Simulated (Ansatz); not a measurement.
**Si3H7 (SMILES [SiH3][SiH][SiH3]) at UCCSD(T)/cc-pVDZ**

What is the electronic atomisation energy of Si3H7 at UCCSD(T)/cc-pVDZ? 

The calculation is run with Ansatz 0.2.0.

26 further runs of the same task are left out: 26 set aside as unsound or not needed. Runs told in other sessions of the task aren't counted.

### 1 The molecule

The species is Si3H7 (10 atoms), meant as a doublet with charge 0. SMILES: `[SiH3][SiH][SiH3]`. The shape is that of a PBE0-D4/def2-TZVP optimisation.

Bond lengths: Si1–Si2 2.324 Å, Si2–Si3 2.324 Å, Si1–H4 1.487 Å, Si1–H5 1.487 Å, Si1–H6 1.490 Å, Si2–H7 1.491 Å, Si3–H8 1.487 Å, Si3–H9 1.490 Å, Si3–H10 1.487 Å. Some angles: Si1–Si2–Si3 117.3°, Si1–Si2–H7 113.2°, Si3–Si2–H7 113.2°, Si2–Si1–H4 108.6°, Si2–Si1–H5 110.1°, Si2–Si1–H6 112.2°, Si2–Si3–H8 108.6°, Si2–Si3–H9 112.2°, Si2–Si3–H10 110.1°, H4–Si1–H5 109.1°.

### 2 A single-point energy at UCCSD(T)/cc-pVDZ

input.yaml reads:

```yaml
crystal:
  periodic: [false, false, false]
  atoms:
    - {symbol: Si, position_ang: [-1.326900, 0.854900, -1.209200]}
    - {symbol: Si, position_ang: [0.719400, -0.131600, -0.719600]}
    - {symbol: Si, position_ang: [1.000400, -1.003300, 1.416100]}
    - {symbol: H, position_ang: [-2.411900, -0.065200, -0.777100]}
    - {symbol: H, position_ang: [-1.443700, 1.089800, -2.673000]}
    - {symbol: H, position_ang: [-1.505500, 2.157900, -0.508900]}
    - {symbol: H, position_ang: [1.885800, 0.672200, -1.184600]}
    - {symbol: H, position_ang: [-0.178100, -1.849500, 1.741300]}
    - {symbol: H, position_ang: [1.115000, 0.064100, 2.449300]}
    - {symbol: H, position_ang: [2.228500, -1.840300, 1.468800]}
basis:
  gaussian:
    orbitals: cc-pVDZ
magnetization:
  spin_polarized: true
  initial_magnetization: 1
correlation:
  method: ccsd_t
  frozen_orbitals: {H: 0, Si: 5}
accuracy: high
scf:
  omitted_lower_state_checks: [cluster_reference, increment]
```

On the command line:

```sh
$ ansatz run input.yaml --threads 1 --pin off --max-ram 3480MiB --events-out events.jsonl --progress --plain --runs-dir runs
```

Standard output:

```text
Warning: RAYON_NUM_THREADS=1 ignored (pool sized by the plan → 1); use --threads N
[... 11 lines left out ...]
15 core orbitals not correlated: weight in the atoms' cores, before any rotation towards them, 1.000 or more for the frozen orbitals, at most 0.000 for the correlated occupied ones
[... 26 lines left out ...]
Total energy: -23706.44069258 eV, -871.1956266496 hartree
Checks for a lower state left out: cluster_reference, increment
```

Wall time 50 s (1 thread of Intel Xeon Platinum 8375C at 2.90GHz (Ice Lake), shared host); peak memory 0.85 GiB.

### 3 The H atom: the energy at UHF/cc-pVDZ

job.yaml reads:

```yaml
crystal:
  periodic: [false, false, false]
  atoms:
    - {symbol: H, position_ang: [0.000000, 0.000000, 0.000000]}
basis:
  gaussian:
    orbitals: cc-pVDZ
magnetization:
  spin_polarized: true
  initial_magnetization: 1
hamiltonian:
  xc: hf
accuracy: high
```

Run the same way, it converges to -0.49928 Eh (log not shown).

### 4 The Si atom at the same level

in.yaml reads:

```yaml
crystal:
  periodic: [false, false, false]
  atoms:
    - {symbol: Si, position_ang: [0.000000, 0.000000, 0.000000]}
basis:
  gaussian: {orbitals: cc-pVDZ}
magnetization: {spin_polarized: true, initial_magnetization: 2}
correlation: {method: ccsd_t, frozen_orbitals: {Si: 5}}
accuracy: high
scf: {omitted_lower_state_checks: [cluster_reference, increment]}
```

Run the same way, it converges to -288.91509 Eh (log not shown).

### 5 Summary of results

At UCCSD(T)/cc-pVDZ, 15 core orbitals frozen:

| quantity | value |
| --- | --- |
| molecule: total energy | -871.19563 Eh |
| molecule: correlation energy (15 core orbitals frozen) | -369.5 mEh |
| molecule: (T) correction | -9.50 mEh |
| molecule: ⟨S²⟩ of the reference determinant | 0.761 |
| molecule: T1 diagnostic | 0.014 |
| H atom: total energy | -0.49928 Eh |
| H atom: ⟨S²⟩ | 0.750 |
| Si atom: total energy | -288.91509 Eh |
| Si atom: correlation energy (5 core orbitals frozen) | -65.0 mEh |
| Si atom: (T) correction | -1.00 mEh |
| Si atom: ⟨S²⟩ of the reference determinant | 2.011 |
| Si atom: T1 diagnostic | 0.010 |
| electronic atomisation energy | 25.998 eV |

Taking the molecule apart into free atoms costs 26.00 eV (2508 kJ/mol), before zero-point energy and without spin-orbit coupling. The triples (molecule) make up 2.6 % of the correlation energy. The triples (Si atom) make up 1.5 % of the correlation energy.
